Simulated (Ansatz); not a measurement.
**Cl2FSi (charge -1): molecular dynamics**

Aim: follow the molecule's vibrations and see whether its bonds hold. The start is relaxed first. Runs: 300 steps of 2 fs at constant energy, with velocities drawn for 300 K. SMILES of the start: F[Si-](Cl)Cl.

All numbers below are computed with Ansatz 0.2.0 (RKS PBE/6-31G).

### 1 The structure to begin with

Bond lengths: F1–Si2 1.658 Å, Si2–Cl3 2.204 Å, Si2–Cl4 2.204 Å. Angles: F1–Si2–Cl3 94.8°, F1–Si2–Cl4 94.8°, Cl3–Si2–Cl4 99.3°.

As a file:

```xyz
4

F     1.1535   -0.3020    0.9289
Si    0.1630   -0.6767   -0.3474
Cl   -1.7077   -0.3002    0.7558
Cl    0.3912    1.2789   -1.3373
```

### 2 Preparing the start

Contents of input.yaml:

```yaml
crystal:
  periodic: [false, false, false]
  atoms:
    - { symbol: F, position_ang: [1.15351, -0.30205, 0.92887] }
    - { symbol: Si, position_ang: [0.16297, -0.67669, -0.34737] }
    - { symbol: Cl, position_ang: [-1.70772, -0.30017, 0.75579] }
    - { symbol: Cl, position_ang: [0.39124, 1.27891, -1.33729] }
total_charge: -1
basis:
  gaussian: { orbitals: "6-31G" }
hamiltonian:
  xc: pbe
relax:
  f_tol: 0.02
  max_steps: 40
scf:
  lower_state_search: "off"
```

On the command line:

```bash
$ ansatz run input.yaml --threads 1 --pin off --max-ram 2048MiB --backend cpu --events-out ev --progress --plain --runs-dir out
```

Output (excerpt; [...] marks lines left out):

```text
Warning: RAYON_NUM_THREADS=1 ignored (pool sized by the plan → 1); use --threads N
[...]
Functional definition: PBE
[...]
547 factors; integrals over basis functions are off by at most 5.9e-5 eV
[...]
mean field -35624.76067143 eV, -1309.1858073450 hartree, gradient 8.4e-7 eV, S^2 0.000000; 0 other end points of the search recorded, 0 dependent functions left out
[...]
reference -35624.76070133 eV, -1309.1858084438 hartree; 29, 29 occupied and 19, 19 virtual orbitals, 547 factors
relax step   1: F+E_penalty+E_count = -35624.76067143 eV  Δ(F+E_penalty+E_count) = +0.000e0 eV  max|allowed force component| = 2.350e0 eV/Å  Δτ_max = 0.0000 Å  (13 SCF iters, accepted)
[...]
relax step   5: F+E_penalty+E_count = -35625.23514908 eV  Δ(F+E_penalty+E_count) = -8.760e-4 eV  max|allowed force component| = 6.625e-2 eV/Å  Δτ_max = 0.0103 Å  (19 SCF iters, accepted)
[...]
relax step   6: F+E_penalty+E_count = -35625.23540746 eV  Δ(F+E_penalty+E_count) = -2.584e-4 eV  max|allowed force component| = 8.615e-3 eV/Å  Δτ_max = 0.0042 Å  (12 SCF iters, accepted)
Total energy: -35625.23543869 eV, -1309.2032547200 hartree
Atom 0 at     1.280356    -0.367373     1.006757 Å, force     0.001131     0.004773     0.004718 eV/Å
Atom 1 at     0.192363    -0.699009    -0.334494 Å, force    -0.005222    -0.004572    -0.008615 eV/Å
Atom 2 at    -1.877646    -0.325489     0.801982 Å, force     0.000113    -0.001571     0.003877 eV/Å
Atom 3 at     0.404927     1.391872    -1.474244 Å, force     0.003978     0.001370     0.000020 eV/Å
Dipole moment:     0.146796    -0.269658    -0.056259 e Å
Checks for a lower state left out: stability, starts, cluster_reference, orbital_swaps, neighbouring_geometries, increment
```

It took 7.2 s on 1 thread of Arm Neoverse V2, shared host; peak memory 0.1 GiB.

The steps of the relaxation:

```tsv
step	energy from step 1 (eV)	largest force component (eV/Å)
1	0.0000	2.3503
2	-0.3827	1.1814
3x	-0.3297	1.1711
4	-0.4736	0.1143
5	-0.4745	0.0663
6	-0.4747	0.0086
```

Step 1 is the start. 1 step was tried and not accepted (marked x).

After: Bond lengths: F1–Si2 1.759 Å, Si2–Cl3 2.391 Å, Si2–Cl4 2.391 Å. Angles: F1–Si2–Cl3 98.3°, F1–Si2–Cl4 98.3°, Cl3–Si2–Cl4 99.6°.

### 3 The run

300 steps of 2 fs at constant energy, with velocities drawn for 300 K, from the relaxed start.

Contents of input.yaml:

```yaml
crystal:
  periodic: [false, false, false]
  atoms:
    - { symbol: F, position_ang: [1.280356, -0.367373, 1.006757] }
    - { symbol: Si, position_ang: [0.192363, -0.699009, -0.334494] }
    - { symbol: Cl, position_ang: [-1.877646, -0.325489, 0.801982] }
    - { symbol: Cl, position_ang: [0.404927, 1.391872, -1.474244] }
total_charge: -1
basis:
  gaussian: { orbitals: "6-31G" }
hamiltonian:
  xc: pbe
md:
  timestep: 2.0
  n_steps: 300
  ensemble: nve
  temperature: 300.0
  initial_velocities: maxwell_boltzmann
  seed: 645688
scf:
  lower_state_search: "off"
```

On the command line:

```bash
$ ansatz run input.yaml --threads 1 --pin off --max-ram 2048MiB --backend cpu --events-out ev --progress --plain --runs-dir out
```

Output (excerpt; [...] marks lines left out):

```text
Warning: RAYON_NUM_THREADS=1 ignored (pool sized by the plan → 1); use --threads N
[...]
[... 1 set-up line as earlier in the session ...]
[...]
542 factors; integrals over basis functions are off by at most 6.4e-5 eV
[...]
mean field -35625.23540451 eV, -1309.2032534641 hartree, gradient 2.1e-6 eV, S^2 0.000000; 0 other end points of the search recorded, 0 dependent functions left out
[...]
reference -35625.23543575 eV, -1309.2032546121 hartree; 29, 29 occupied and 19, 19 virtual orbitals, 542 factors
md step     0: t =     0.00 fs  T =   300.0 K  F+E_penalty+E_count = -35625.23540451 eV  E_kin = 0.077556 eV  conserved = -35625.15784852 eV  (13 SCF iters)
[...]
md step    20: t =    40.00 fs  T =   109.1 K  F+E_penalty+E_count = -35625.18549145 eV  E_kin = 0.028211 eV  conserved = -35625.15728040 eV  (19 SCF iters)
[...]
md step    40: t =    80.00 fs  T =    83.8 K  F+E_penalty+E_count = -35625.17886932 eV  E_kin = 0.021661 eV  conserved = -35625.15720853 eV  (19 SCF iters)
[...]
md step    60: t =   120.00 fs  T =   191.9 K  F+E_penalty+E_count = -35625.20728035 eV  E_kin = 0.049598 eV  conserved = -35625.15768213 eV  (20 SCF iters)
[...]
md step    79: t =   158.00 fs  T =    68.1 K  F+E_penalty+E_count = -35625.17468904 eV  E_kin = 0.017598 eV  conserved = -35625.15709133 eV  (13 SCF iters)
md step    80: t =   160.00 fs  T =    83.5 K  F+E_penalty+E_count = -35625.17882780 eV  E_kin = 0.021598 eV  conserved = -35625.15723005 eV  (13 SCF iters)
```

### 4 More of the same log: dynamics from the start

Output, continued (excerpt; [...] marks lines left out):

```text
md step    81: t =   162.00 fs  T =   112.0 K  F+E_penalty+E_count = -35625.18639474 eV  E_kin = 0.028965 eV  conserved = -35625.15742948 eV  (20 SCF iters)
[...]
md step   106: t =   212.00 fs  T =   183.4 K  F+E_penalty+E_count = -35625.20500150 eV  E_kin = 0.047415 eV  conserved = -35625.15758639 eV  (20 SCF iters)
[...]
md step   131: t =   262.00 fs  T =   160.9 K  F+E_penalty+E_count = -35625.19927231 eV  E_kin = 0.041607 eV  conserved = -35625.15766570 eV  (19 SCF iters)
[...]
md step   156: t =   312.00 fs  T =   204.2 K  F+E_penalty+E_count = -35625.21044645 eV  E_kin = 0.052786 eV  conserved = -35625.15766012 eV  (20 SCF iters)
[...]
md step   181: t =   362.00 fs  T =   172.3 K  F+E_penalty+E_count = -35625.20220090 eV  E_kin = 0.044544 eV  conserved = -35625.15765681 eV  (20 SCF iters)
md step   182: t =   364.00 fs  T =   142.3 K  F+E_penalty+E_count = -35625.19434473 eV  E_kin = 0.036795 eV  conserved = -35625.15754933 eV  (20 SCF iters)
md step   183: t =   366.00 fs  T =   104.0 K  F+E_penalty+E_count = -35625.18430643 eV  E_kin = 0.026890 eV  conserved = -35625.15741594 eV  (20 SCF iters)
```

### 5 More of the same log: dynamics from the start

Output, continued (excerpt; [...] marks lines left out):

```text
md step   184: t =   368.00 fs  T =    65.1 K  F+E_penalty+E_count = -35625.17412131 eV  E_kin = 0.016834 eV  conserved = -35625.15728712 eV  (20 SCF iters)
[...]
md step   205: t =   410.00 fs  T =   194.6 K  F+E_penalty+E_count = -35625.20795459 eV  E_kin = 0.050308 eV  conserved = -35625.15764647 eV  (20 SCF iters)
[...]
md step   226: t =   452.00 fs  T =   195.0 K  F+E_penalty+E_count = -35625.20791220 eV  E_kin = 0.050412 eV  conserved = -35625.15749996 eV  (19 SCF iters)
[...]
md step   247: t =   494.00 fs  T =   142.9 K  F+E_penalty+E_count = -35625.19413990 eV  E_kin = 0.036949 eV  conserved = -35625.15719073 eV  (19 SCF iters)
[...]
md step   298: t =   596.00 fs  T =   178.6 K  F+E_penalty+E_count = -35625.20364315 eV  E_kin = 0.046159 eV  conserved = -35625.15748401 eV  (19 SCF iters)
md step   299: t =   598.00 fs  T =   195.0 K  F+E_penalty+E_count = -35625.20801817 eV  E_kin = 0.050409 eV  conserved = -35625.15760896 eV  (19 SCF iters)
[...]
md step   300: t =   600.00 fs  T =   200.2 K  F+E_penalty+E_count = -35625.20942687 eV  E_kin = 0.051758 eV  conserved = -35625.15766878 eV  (19 SCF iters)
Total energy: -35625.20945799 eV, -1309.2022999469 hartree
Atom 0 at     1.221397    -0.422227     1.060370 Å, force     0.263377     0.146544     0.071243 eV/Å
Atom 1 at     0.236555    -0.677668    -0.359591 Å, force    -0.492408    -0.141405     0.056213 eV/Å
Atom 2 at    -1.866000    -0.330699     0.823531 Å, force     0.158169    -0.056088    -0.190329 eV/Å
Atom 3 at     0.389868     1.409572    -1.504643 Å, force     0.070861     0.050948     0.062872 eV/Å
Dipole moment:     0.218827    -0.252529    -0.093614 e Å
Checks for a lower state left out: stability, starts, cluster_reference, orbital_swaps, neighbouring_geometries, increment
```

Run time: 5.6 min. Hardware: 1 thread of Arm Neoverse V2, shared host; peak memory 0.08 GiB.

### 6 Frames and traces

The trajectory, every 22 steps (energies from step 0):

```tsv
time (fs)	T (K)	potential energy change (meV/atom)	total energy change (meV/atom)
0.0	300	0.0	0.00
44.0	193	7.0	0.07
88.0	130	11.1	0.15
132.0	71	15.0	0.17
176.0	69	15.1	0.15
220.0	168	8.6	0.08
264.0	163	8.9	0.04
308.0	183	7.7	0.08
352.0	132	11.0	0.16
396.0	149	9.9	0.16
440.0	232	4.5	0.08
484.0	209	5.9	0.04
528.0	195	6.9	0.07
572.0	81	14.3	0.14
600.0	200	6.5	0.05
```

time (fs), T (K) and a bar:
```
      0.0        300 ##############################
     26.0        164 ################
     52.0        202 ####################
     78.0        109 ##########
    104.0        178 #################
    130.0         76 #######
    156.0         74 ######
    182.0         60 #####
    208.0        132 ############
    234.0        135 #############
    260.0        145 ##############
    286.0        178 #################
    314.0        194 ###################
    340.0        254 #########################
    366.0        104 ##########
    392.0        203 ####################
    418.0         79 #######
    444.0        183 ##################
    470.0         13 
    496.0        147 ##############
    522.0         77 #######
    548.0        227 ######################
    574.0        121 ###########
    600.0        200 ####################
```

Maxima of the velocity power spectrum (cm⁻¹, relative height; resolution about 110 cm⁻¹): 150 (41), 350 (88), 690 (100).

### 7 Positions and forces

Extended XYZ, with forces in eV/Å:

```xyz
4
time_fs=76.0 T=139 dE=0.0420
F     1.349   -0.327    0.971   -0.544   -0.288   -0.375
Si    0.159   -0.745   -0.309    0.712    0.591    0.201
Cl   -1.890   -0.320    0.780   -0.093    0.004    0.135
Cl    0.408    1.401   -1.453   -0.074   -0.306    0.039
4
time_fs=150.0 T=189 dE=0.0290
F     1.222   -0.424    1.050    0.498    0.203    0.490
Si    0.217   -0.703   -0.323   -0.519    0.043   -0.633
Cl   -1.852   -0.327    0.810   -0.023   -0.027   -0.040
Cl    0.391    1.427   -1.515    0.043   -0.219    0.182
4
time_fs=224.0 T=105 dE=0.0509
F     1.291   -0.337    1.013   -0.466   -0.210   -0.710
Si    0.201   -0.680   -0.391    0.209   -0.110    1.131
Cl   -1.901   -0.333    0.824    0.238   -0.052   -0.207
Cl    0.415    1.369   -1.455    0.019    0.372   -0.214
4
time_fs=300.0 T=146 dE=0.0404
F     1.318   -0.366    0.951    0.621    0.280    0.898
Si    0.207   -0.670   -0.313   -0.757   -0.561   -0.863
Cl   -1.914   -0.337    0.802    0.124    0.048    0.035
Cl    0.410    1.380   -1.462    0.012    0.233   -0.071
4
time_fs=376.0 T=29 dE=0.0707
F     1.245   -0.392    1.081   -0.497   -0.201   -0.811
Si    0.157   -0.722   -0.338    1.075    0.393    0.445
Cl   -1.806   -0.326    0.785   -0.569    0.067    0.244
Cl    0.380    1.424   -1.495   -0.009   -0.259    0.122
4
time_fs=450.0 T=180 dE=0.0315
F     1.321   -0.360    0.951    0.486    0.195    0.766
Si    0.192   -0.707   -0.294   -0.496   -0.079   -0.931
Cl   -1.904   -0.336    0.795    0.039    0.031    0.094
Cl    0.409    1.405   -1.469   -0.029   -0.147    0.070
4
time_fs=524.0 T=114 dE=0.0486
F     1.295   -0.333    1.003   -0.383   -0.221   -0.604
Si    0.217   -0.694   -0.391    0.015    0.095    1.042
Cl   -1.914   -0.333    0.828    0.354   -0.100   -0.267
Cl    0.414    1.376   -1.453    0.014    0.226   -0.172
4
time_fs=600.0 T=200 dE=0.0260
F     1.221   -0.422    1.060    0.263    0.146    0.071
Si    0.237   -0.678   -0.360   -0.492   -0.141    0.056
Cl   -1.866   -0.331    0.824    0.158   -0.056   -0.190
Cl    0.390    1.410   -1.505    0.071    0.051    0.063
```

### 8 What came out

```
                          quantity                         value
           relaxation of the start       4 moves, 0.475 eV lower
                            length             300 steps of 2 fs
  temperature, first and last step                 300 and 200 K
          temperature, second half  mean 152 K, from 13 to 257 K
     potential energy, second half   +10 meV/atom from the start
largest change of the total energy                 0.21 meV/atom
            bonds formed or broken                             0
```

In words: The temperature starts at 300 K and averages 152 K in the second half, where it ranges from 13 to 257 K; a mean near half the start is what vibrations about a minimum give, since they share energy equally between motion and strain. The total energy strays from its start by at most 0.21 meV/atom, 2.2 % of the mean kinetic energy, fair for a step of 2 fs. The bonds all hold. Averages from a run of 600 fs with 4 atoms are rough. The basis is very small, so the numbers are rough.
